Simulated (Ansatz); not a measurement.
# CH₅ClGeO₂: basis-set convergence

The task here is to estimate one member of a computed series from the others.

Program: Ansatz 0.2.0, Gaussian basis. Level of theory: one geometry, several basis sets. These are calculated values, not measurements.

The runs, in order: PBE0-D4/def2-SVP; ωB97M-V/def2-SVP; PBE0-D4/def2-QZVPP; ωB97M-V/def2-QZVPP; the functionals' def2-TZVPP values are taken from earlier runs.

## The geometry

All runs share one geometry, relaxed beforehand with PBE0-D4 in a triple-zeta def2 set.

10 atoms, charge 0, spin multiplicity 1.

Atoms are counted from 1 here; the program's logs count them from 0.

Bond lengths: C1–O2 1.413 Å, C1–H6 1.097 Å, C1–H7 1.091 Å, C1–H8 1.095 Å, O2–Ge3 1.758 Å, Ge3–O4 1.750 Å, Ge3–Cl5 2.153 Å, Ge3–H9 1.526 Å, O4–H10 0.961 Å. Angles: O2–C1–H6 111.8°, O2–C1–H7 107.5°, O2–C1–H8 111.8°, H6–C1–H7 108.3°, H6–C1–H8 108.7°, H7–C1–H8 108.6°, C1–O2–Ge3 121.0°, O2–Ge3–O4 106.3°, O2–Ge3–Cl5 107.2°, O2–Ge3–H9 114.8°, O4–Ge3–Cl5 110.7°, O4–Ge3–H9 108.7°, Cl5–Ge3–H9 109.1°, Ge3–O4–H10 112.6°.

Set-up of the first run:

The input, in.yaml:

```yaml
crystal:
  periodic: [false, false, false]
  atoms:
    - {symbol: C, position_ang: [-1.049121, -1.233818, -0.362739]}
    - {symbol: O, position_ang: [0.258450, -0.776817, -0.083684]}
    - {symbol: Ge, position_ang: [0.540274, 0.847820, 0.524862]}
    - {symbol: O, position_ang: [2.271610, 1.097157, 0.475404]}
    - {symbol: Cl, position_ang: [-0.464643, 2.208724, -0.807194]}
    - {symbol: H, position_ang: [-1.666472, -1.281747, 0.542296]}
    - {symbol: H, position_ang: [-0.963650, -2.241701, -0.772614]}
    - {symbol: H, position_ang: [-1.553447, -0.598762, -1.098423]}
    - {symbol: H, position_ang: [0.051372, 1.092172, 1.949958]}
    - {symbol: H, position_ang: [2.658728, 0.835874, -0.364865]}
basis:
  gaussian: {orbitals: def2-SVP}
hamiltonian: {xc: pbe0, dispersion: d4}
output: {orbitals: {seedname: orbitals}}
```

Steps of the session up to this table: PBE0-D4 in def2-SVP; ωB97M-V in def2-SVP; PBE0-D4 in def2-QZVPP; ωB97M-V in def2-QZVPP.

One table of the session follows, with a row left open; its other results are not shown here.

It belongs to the step «Density functionals: the series». 

```
functional       basis  HOMO (eV)  LUMO (eV)
   PBE0-D4    def2-SVP          ?          ?
   PBE0-D4  def2-TZVPP      -8.43      -0.02
   PBE0-D4  def2-QZVPP      -8.47      -0.17
   ωB97M-V    def2-SVP     -10.67       2.42
   ωB97M-V  def2-TZVPP     -10.83       1.89
   ωB97M-V  def2-QZVPP     -10.87       1.55
```

Q: Estimate the row for PBE0-D4, def2-SVP from the others.

The run gave: HOMO (eV): -8.30; LUMO (eV): 0.34. In the column «HOMO (eV)» it is the highest.
